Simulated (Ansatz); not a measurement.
# Be: energy and pressure over a range of volumes

One table from this session's results is given with a row withheld; the runs are named, their logs left out.

Program: Ansatz 0.2.0. Level of theory: DFT PBEsol, scalar-relativistic. These are calculated values, not measurements.

## The structure to begin with

Symmetry: P4_2/mnm, No. 136, tetragonal system. The conventional cell has a = 3.747 Å, b = 3.747 Å, c = 2.281 Å, α = 90.00°, β = 90.00°, γ = 90.00°. Be (site symmetry m2m) is surrounded by 11 Be at 2.15 to 2.28 Å.

Structure file:

```cif
data_structure
_symmetry_space_group_name_H-M 'P 1'
_symmetry_Int_Tables_number 1
_cell_length_a 3.7468
_cell_length_b 3.7468
_cell_length_c 2.2813
_cell_angle_alpha 90.000
_cell_angle_beta 90.000
_cell_angle_gamma 90.000
_cell_volume 32.03
loop_
_atom_site_label
_atom_site_type_symbol
_atom_site_fract_x
_atom_site_fract_y
_atom_site_fract_z
_atom_site_occupancy
Be1 Be 0.29741 0.29741 0.00000 1
Be2 Be 0.70259 0.70259 0.00000 1
Be3 Be 0.20259 0.79741 0.50000 1
Be4 Be 0.79741 0.20259 0.50000 1
```

Atoms are numbered in the order of the input: Be1, Be2, Be3, Be4.

Set-up of the first run:

input.yaml

```yaml
crystal:
  lattice:
    - [3.6961751708, 0.0, 0.0]
    - [0.0, 3.6961751708, 0.0]
    - [0.0, 0.0, 2.2504481124]
  atoms:
    - { symbol: Be, position: [0.297408, 0.297408, 0.0] }
    - { symbol: Be, position: [0.702592, 0.702592, 0.0] }
    - { symbol: Be, position: [0.202592, 0.797408, 0.5] }
    - { symbol: Be, position: [0.797408, 0.202592, 0.5] }
kpoints:
  mp_grid: { grid: [9, 9, 14] }
  band_path:
    path:
      - [0.0, 0.0, 0.0]
      - [0.0, 0.5, 0.0]
      - [0.5, 0.5, 0.0]
      - [0.0, 0.0, 0.0]
      - [0.0, 0.0, 0.5]
      - [0.0, 0.5, 0.5]
      - [0.5, 0.5, 0.5]
      - [0.0, 0.0, 0.5]
      - [0.0, 0.5, 0.0]
    npoints: 5
scf:
  occupations: { method: fermi_dirac, width: 0.05 }
hamiltonian:
  xc: pbesol
  pseudopotentials: { kind: all_electron, lapw: { basis_error: 0.001 } }
output:
  forces: true
  stress: true
  eigenvalues: true
```

Command:

```bash
ansatz run input.yaml --threads 1 --pin off --max-ram 6144MiB --backend cpu --events-out ev --progress --plain --runs-dir out
```

Among the steps run: Volume × 0.96, LAPW; Volume × 0.96, PAW; Volume × 0.96, crystal datasets; Volume × 0.99, LAPW; Volume × 0.99, PAW; Volume × 0.99, crystal datasets; Volume × 1.02, LAPW; Volume × 1.02, PAW; Volume × 1.02, crystal datasets; Volume × 1.06, LAPW; Volume × 1.06, PAW; Volume × 1.06, crystal datasets.

One of the session's tables, all rows but one given; the rest of the session is left out.

```
          method  volume (Å³/atom)  largest force (eV/Å)
            LAPW             7.686                 0.024
            LAPW             7.926                 0.006
            LAPW             8.167                 0.011
            LAPW             8.487                 0.032
             PAW             7.686                     ?
             PAW             7.926                 0.006
             PAW             8.167                 0.011
             PAW             8.487                 0.032
crystal datasets             7.686                 0.024
crystal datasets             7.926                 0.006
crystal datasets             8.167                 0.011
crystal datasets             8.487                 0.032
```

Estimate the missing values for PAW, 7.686.

As computed: largest force (eV/Å): 0.025. In the column «largest force (eV/Å)» it lies between crystal datasets, 7.686 (0.024) and LAPW, 8.487 (0.032).

Limits of these values: Warnings in the runs' records: crystal datasets made.
